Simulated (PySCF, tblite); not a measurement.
# C₄H₁₅N₃Si: geometry, infrared bands and NMR shifts

Aim: predict the infrared bands and NMR shifts of C₄H₁₅N₃Si (`C[SiH2]NC(CN)CN`).

Computed with tblite 0.8.0 and PySCF 2.14.0, with density-fitted response routines of our own, on a single molecule in the gas phase. Atoms count from 0, in the outputs and in this text.

## (1) The molecule as given

23 atoms, charge 0, multiplicity 1; geometry from: force field or distance geometry start.

Bonds of the start (Å): C0–Si1 1.87, Si1–N2 1.78, N2–C3 1.47, C3–C4 1.50, C4–N5 1.44, C3–C6 1.51, C6–N7 1.47, C0–H8 1.11, C0–H9 1.10, C0–H10 1.12, Si1–H11 1.48, Si1–H12 1.46, N2–H13 1.06, C3–H14 1.12, C4–H15 1.13, C4–H16 1.13, N5–H17 1.07, N5–H18 1.03, C6–H19 1.10, C6–H20 1.12, N7–H21 1.03, N7–H22 1.04.

## (2) Relaxing the molecule with GFN2-xTB

Job settings and geometry (Å):

```
{"job": {"kind": "relax", "xc": "GFN2-xTB", "basis": "xTB"}, "charge": 0, "multiplicity": 1}
C      3.460100    -0.539000     0.143500
Si     1.672300    -0.829700    -0.317600
N      0.550100     0.231100     0.562200
C     -0.685800     0.247100    -0.228600
C     -1.318400    -1.108100    -0.375100
N     -1.699000    -1.755000     0.850200
C     -1.644100     1.338600     0.188900
N     -0.993500     2.644100     0.020500
H      4.025200    -1.423100    -0.210200
H      3.614700    -0.362100     1.215500
H      3.823600     0.362200    -0.419500
H      1.528900    -0.439600    -1.736400
H      1.322400    -2.221300    -0.067000
H      0.908800     1.225100     0.598000
H     -0.363300     0.544500    -1.258400
H     -2.281400    -0.941300    -0.939200
H     -0.689500    -1.781500    -1.029200
H     -2.096700    -2.715300     0.613500
H     -2.432200    -1.263000     1.387800
H     -2.503900     1.342700    -0.499100
H     -2.054200     1.210400     1.220500
H     -0.428700     2.931800     0.826200
H     -1.719900     3.328200    -0.263200
```

Command:

```bash
> OMP_NUM_THREADS=1 python probes_run.py task.json out
```

One launch serves the whole session: the jobs run in the order shown.

**Question.** This job is followed by: GFN2-xTB harmonic vibrations, gas phase; GIAO PBE0/pcSseg-1 NMR shielding, non-relativistic, gas phase. Predict these results of the whole session: strongest single infrared mode (GFN2-xTB); zero-point energy (GFN2-xTB); ¹³C shifts against TMS (PBE0/pcSseg-1, means over atoms taken as alike); ¹H shifts against TMS (PBE0/pcSseg-1, means over atoms taken as alike); ²⁹Si shifts against TMS (PBE0/pcSseg-1); ¹⁵N shifts against NH3 (PBE0/pcSseg-1, means over atoms taken as alike); surface potential, 1st and 99th percentile.

As calculated:

| quantity | value |
| --- | --- |
| strongest single infrared mode (GFN2-xTB) | 2126 cm⁻¹, 415 km/mol |
| zero-point energy (GFN2-xTB) | 122.5 kcal/mol |
| ¹³C shifts against TMS (PBE0/pcSseg-1, means over atoms taken as alike) | 58.4, 52.0, -5.2 ppm |
| ¹H shifts against TMS (PBE0/pcSseg-1, means over atoms taken as alike) | 4.88, 3.04, 2.81, 2.65, 1.53, 0.59, 0.20 ppm |
| ²⁹Si shifts against TMS (PBE0/pcSseg-1) | -35.5 ppm |
| ¹⁵N shifts against NH3 (PBE0/pcSseg-1, means over atoms taken as alike) | 29.8, 28.9 ppm |
| surface potential, 1st and 99th percentile | -1.81 V and 1.37 V |

**Reading.** The optimisation took 213 steps and gained 1.091 eV; among the close pairs (by a distance rule), Si1–N2 changed most, from 1.777 to 1.715 Å. No mode is imaginary among the 63: a minimum at this level. The strongest single mode, at 2126 cm⁻¹, moves mainly H12. GFN2-xTB is a fitted tight-binding method: band positions and strengths are rough. Its intensities can rank the bands wrongly. At PBE0/pcSseg-1: Shielding is most anisotropic at Si1 (span 101 ppm, paramagnetic term -497 ppm).
